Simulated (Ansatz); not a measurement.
# Si16O: the cost of one run

All numbers below are computed with Ansatz 0.2.0 (DFT PBEsol, plane waves, PAW, scalar-relativistic, collinear spin).

## (1) The system as given

The cell holds 17 atoms (OSi16): a = 7.679 Å, b = 7.679 Å, c = 7.679 Å, α = 60.00°, β = 60.00°, γ = 60.00°.

The coordinates stand in the first input below.

## (2) Relaxing the start

input.yaml reads:

```yaml
accuracy: low
crystal:
  lattice:
    - [0.0, 5.43, 5.43]
    - [5.43, 0.0, 5.43]
    - [5.43, 5.43, 0.0]
  atoms:
    - { symbol: Si, position: [0.0, 0.0, 0.0] }
    - { symbol: Si, position: [0.125, 0.125, 0.125] }
    - { symbol: Si, position: [0.0, 0.0, 0.5] }
    - { symbol: Si, position: [0.125, 0.125, 0.625] }
    - { symbol: Si, position: [0.0, 0.5, 0.0] }
    - { symbol: Si, position: [0.125, 0.625, 0.125] }
    - { symbol: Si, position: [0.0, 0.5, 0.5] }
    - { symbol: Si, position: [0.125, 0.625, 0.625] }
    - { symbol: Si, position: [0.5, 0.0, 0.0] }
    - { symbol: Si, position: [0.625, 0.125, 0.125] }
    - { symbol: Si, position: [0.5, 0.0, 0.5] }
    - { symbol: Si, position: [0.625, 0.125, 0.625] }
    - { symbol: Si, position: [0.5, 0.5, 0.0] }
    - { symbol: Si, position: [0.625, 0.625, 0.125] }
    - { symbol: Si, position: [0.5, 0.5, 0.5] }
    - { symbol: Si, position: [0.625, 0.625, 0.625] }
    - { symbol: O, position: [0.2617433, 0.7472022, 0.7545335], spin: 1.0 }
magnetization:
  spin_polarized: true
basis:
  ecutwfc: 420.0
kpoints:
  mp_grid: { grid: [2, 2, 2] }
hamiltonian:
  xc: pbesol
  pseudopotentials: { kind: paw, azcp: { folder: soft_1 } }
scf:
  occupations: { method: fermi_dirac, width: 0.05 }
  lower_state_search: "off"
relax:
  f_tol: 0.08
  max_steps: 25
  adjacent_minimum: "off"
output:
  write_density: true
  write_potential: true
  elf: true
  volumetric_format: npy
```

Run with:

```
$ ansatz run input.yaml --threads 1 --pin off --max-ram 3072MiB --backend cpu --events-out ev --progress --plain --runs-dir out
```

**Question.** How long does this run take on 1 thread of Arm Neoverse V2, shared host, and how much memory does it need?

About 3.6 min, with a peak of 0.67 GiB.
